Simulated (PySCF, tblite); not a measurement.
**C4H3F2O2 radical: geometry, infrared bands and EPR parameters**

Wanted: the infrared bands and EPR parameters of C4H3F2O2 radical (`O=C1C[C](F)O[C@H]1F`), by calculation.

Programs: tblite 0.8.0 and PySCF 2.14.0, with density-fitted response routines of our own. Each step states its level of theory. These are calculated values for one molecule in the gas phase, unless marked as measured. Atoms count from 0, in the outputs and in this text.

### 1 Starting geometry

11 atoms, charge 0, multiplicity 2; geometry from: force field or distance geometry start.

Bonds of the start (Å): O0–C1 1.24, C1–C2 1.48, C2–C3 1.49, C3–F4 1.34, C3–O5 1.39, O5–C6 1.42, C6–F7 1.35, C6–C1 1.50, C2–H8 1.09, C2–H9 1.09, C6–H10 1.10.

### 2 Geometry optimisation with GFN2-xTB

What the job is given:

```
{"job": {"kind": "relax", "xc": "GFN2-xTB", "basis": "xTB"}, "charge": 0, "multiplicity": 2}
O      1.081800    -1.927100     0.137200
C      0.425900    -0.876100     0.052200
C      1.067100     0.460500     0.071500
C     -0.184100     1.276500     0.033400
F     -0.155100     2.609800     0.140800
O     -1.386700     0.590300    -0.000100
C     -1.061800    -0.793300    -0.079500
F     -1.500900    -1.241500    -1.273700
H      1.664000     0.615700    -0.827600
H      1.622000     0.625700     0.989200
H     -1.566800    -1.337800     0.730700
```

The run is started by

```
OMP_NUM_THREADS=1 python probes_run.py task.json out
```

The driver reads the jobs from task.json and runs them one after another.

**Question.** This job is followed by: GFN2-xTB harmonic vibrations, gas phase; UKS B3LYP, pcH-1 on C F H O, non-relativistic, mean-field spin-orbit, GIAO. Predict these results of the whole session: strongest single infrared mode (GFN2-xTB); zero-point energy (GFN2-xTB); g(iso) (B3LYP); ⟨S²⟩; largest a(iso); potential on the surface of density 0.002 e/bohr³, 1st and 99th percentile.

The runs gave:

```
                                                                  quantity                  value
                                 strongest single infrared mode (GFN2-xTB)  1840 cm⁻¹, 408 km/mol
                                              zero-point energy (GFN2-xTB)          41.0 kcal/mol
                                                            g(iso) (B3LYP)                2.00353
                                                                      ⟨S²⟩     0.752 (exact 0.75)
                                                            largest a(iso)   13C on C3, 382.9 MHz
potential on the surface of density 0.002 e/bohr³, 1st and 99th percentile     -1.07 V and 1.83 V
```

Over 59 steps the energy fell by 0.456 eV; of the close pairs, C1–C6 changed most, 1.496 to 1.550 Å. All 27 modes are real, so the xTB geometry is a minimum. The strongest single mode, at 1840 cm⁻¹, moves mainly C1 and O0. Unscaled tight-binding wavenumbers are off by several per cent, some by more. Its intensities can rank the bands wrongly. C3 carries the largest spin population, 0.83 e. The isotropic g lies 1.2 ppt above the free-electron value. These values are for one conformer; the search (at its own cheap level) found 2 more, at 0.00, 0.82 kcal/mol (those within 0.05 may be mirror or relabelled copies), and measured spectra average over such forms.
